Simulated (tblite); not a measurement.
# C4H13FSi4: the cost of one run

Programs: tblite 0.8.0 and PySCF 2.14.0, with density-fitted response routines of our own. Each step states its level of theory. These are calculated values for one molecule in the gas phase, unless marked as measured. Atoms are numbered from 0 throughout.

## Step 1: The molecule as given

22 atoms, charge 0, multiplicity 1; geometry from: force field or distance geometry start.

Bonds of the start (Å): C0–C1 1.35, C1–C2 1.49, C2–Si3 1.87, Si3–Si4 2.28, Si4–Si5 2.27, Si5–F6 1.60, Si5–Si7 2.27, Si7–C8 1.83, Si7–Si3 2.28, C0–H9 1.09, C0–H10 1.08, C1–H11 1.09, C2–H12 1.10, C2–H13 1.10, Si3–H14 1.48, Si4–H15 1.49, Si4–H16 1.49, Si5–H17 1.48, Si7–H18 1.50, C8–H19 1.10, C8–H20 1.08, C8–H21 1.09.

## Step 2: Optimising the geometry with GFN2-xTB

What the job is given:

```
{"job": {"kind": "relax", "xc": "GFN2-xTB", "basis": "xTB"}, "charge": 0, "multiplicity": 1}
C      2.160500    -2.168900     0.798200
C      1.930600    -1.597700    -0.406100
C      1.627500    -0.148100    -0.590400
Si    -0.021900     0.198900    -1.398600
Si    -0.456200     2.437200    -1.467600
Si    -1.411200     2.201900     0.583500
F     -0.328500     2.339900     1.759200
Si    -1.769000     0.021500     0.057100
C     -1.482700    -1.127100     1.450600
H      2.096300    -1.596100     1.725600
H      2.390700    -3.223600     0.877500
H      2.017600    -2.226400    -1.286400
H      1.682000     0.387700     0.373800
H      2.413700     0.276900    -1.228200
H     -0.214700    -0.502300    -2.688800
H      0.770300     3.281300    -1.520900
H     -1.436400     2.781700    -2.539100
H     -2.623000     3.013200     0.853600
H     -3.070000    -0.205500    -0.644500
H     -2.296800    -1.071200     2.185800
H     -1.427300    -2.157200     1.116600
H     -0.561800    -0.896700     1.988300
```

The run is started by

```sh
$ OMP_NUM_THREADS=1 python probes_run.py task.json out
```

The driver reads the jobs from task.json and runs them one after another.

**Question.** How long does this first job take on 1 thread of Arm Neoverse V2, shared host, and how much memory does it need?

About 1.8 s, with a peak of 0.18 GiB.
